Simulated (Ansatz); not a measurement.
# C₆H₁₄Cl₂Si: one species, many methods

The task here is to estimate one member of a computed series from the others.

Program: Ansatz 0.2.0, Gaussian basis. Level of theory: functionals in def2-TZVPP, the program's frozen cores in correlated methods. These are calculated values, not measurements.

Levels to be run: PBE-D4, r2SCAN-D4, PBE0-D4, B3LYP-D4, ωB97X-V, ωB97M-V, B2PLYP; CCSD(T)/def2-TZVPP; MP2/def2-QZVPP; extrapolation to the limit.

### Structure used throughout

All runs share one geometry, relaxed beforehand with PBE0-D4 in a triple-zeta def2 set.

SMILES `CC(C)[Si](Cl)(Cl)C(C)C`, 23 atoms, charge 0, spin multiplicity 1.

Atoms are counted from 1 here; the program's logs count them from 0.

Bond lengths: C1–C2 1.529 Å, C1–H10 1.094 Å, C1–H11 1.094 Å, C1–H12 1.093 Å, C2–C3 1.526 Å, C2–Si4 1.875 Å, C2–H13 1.098 Å, C3–H14 1.094 Å, C3–H15 1.093 Å, C3–H16 1.091 Å, Si4–Cl5 2.063 Å, Si4–Cl6 2.066 Å, Si4–C7 1.873 Å, C7–C8 1.527 Å, C7–C9 1.526 Å, C7–H17 1.099 Å, C8–H18 1.093 Å, C8–H19 1.094 Å and more. Angles: C2–C1–H10 110.4°, C2–C1–H11 111.3°, C2–C1–H12 112.1°, H10–C1–H11 107.2°, H10–C1–H12 107.6°, H11–C1–H12 107.9°, C1–C2–C3 111.8°, C1–C2–Si4 110.4°, C1–C2–H13 108.2°, C3–C2–Si4 114.5°, C3–C2–H13 108.1°, Si4–C2–H13 103.4°, C2–C3–H14 110.0°, C2–C3–H15 111.8°, C2–C3–H16 112.0°, H14–C3–H15 107.2°, H14–C3–H16 107.9°, H15–C3–H16 107.7° and more.

Set-up of the first run:

File in.yaml:

```yaml
crystal:
  periodic: [false, false, false]
  atoms:
    - {symbol: C, position_ang: [-1.016897, -1.825887, -1.140655]}
    - {symbol: C, position_ang: [0.428201, -1.329113, -1.105490]}
    - {symbol: C, position_ang: [1.271554, -2.111444, -0.103007]}
    - {symbol: Si, position_ang: [0.474044, 0.531532, -0.877258]}
    - {symbol: Cl, position_ang: [2.431814, 1.129399, -0.620682]}
    - {symbol: Cl, position_ang: [-0.197523, 1.360725, -2.645953]}
    - {symbol: C, position_ang: [-0.559226, 1.248591, 0.510844]}
    - {symbol: C, position_ang: [-0.204854, 0.637861, 1.865192]}
    - {symbol: C, position_ang: [-0.476580, 2.771931, 0.553093]}
    - {symbol: H, position_ang: [-1.048625, -2.889501, -1.394620]}
    - {symbol: H, position_ang: [-1.500823, -1.711675, -0.166155]}
    - {symbol: H, position_ang: [-1.618517, -1.290847, -1.879282]}
    - {symbol: H, position_ang: [0.864153, -1.473426, -2.102876]}
    - {symbol: H, position_ang: [1.268467, -3.175142, -0.359724]}
    - {symbol: H, position_ang: [0.879906, -2.023644, 0.913215]}
    - {symbol: H, position_ang: [2.308746, -1.772532, -0.089803]}
    - {symbol: H, position_ang: [-1.589984, 0.965008, 0.256412]}
    - {symbol: H, position_ang: [0.842268, 0.821338, 2.121208]}
    - {symbol: H, position_ang: [-0.817851, 1.085719, 2.653192]}
    - {symbol: H, position_ang: [-0.372305, -0.440754, 1.893054]}
    - {symbol: H, position_ang: [0.538356, 3.102121, 0.789105]}
    - {symbol: H, position_ang: [-1.141307, 3.165099, 1.328121]}
    - {symbol: H, position_ang: [-0.763028, 3.224642, -0.397950]}
basis:
  gaussian: {orbitals: def2-TZVPP}
hamiltonian: {xc: pbe, dispersion: d4}
output: {forces: true, orbitals: {seedname: orbitals}}
```

Steps of the session up to this table: PBE-D4 (GGA); r2SCAN-D4 (meta-GGA); PBE0-D4 (hybrid); B3LYP-D4 (hybrid); ωB97X-V (range-separated); ωB97M-V (range-separated); B2PLYP (double hybrid); CCSD(T) in def2-TZVPP; MP2 in def2-QZVPP.

One of the session's tables, all rows but one given; the rest of the session is left out.

| method | atomisation energy (kJ/mol) |
| --- | --- |
| PBE-D4 | 9107.9 |
| r2SCAN-D4 | 8997.9 |
| PBE0-D4 | 9028.9 |
| B3LYP-D4 | 8952.4 |
| ωB97X-V | 8991.2 |
| ωB97M-V | 9003.4 |
| B2PLYP | 8852.5 |
| HF/def2-TZVPP | ? |
| MP2/def2-TZVPP | 8886.4 |
| CCSD/def2-TZVPP | 8655.0 |
| CCSD(T)/def2-TZVPP | 8769.8 |
| MP2/CBS | 9086.8 |
| CCSD(T)/CBS | 8970.2 |

**Question.** Estimate the row for HF/def2-TZVPP.

As computed: atomisation energy (kJ/mol): 6803.5. In the column «atomisation energy (kJ/mol)» it is the lowest.

Limits of these values: Free atoms (6 C, 1 Si, 2 Cl, 14 H) were run apart at each level; the atomisation energy is their sum less the molecule, without zero-point or spin-orbit terms.
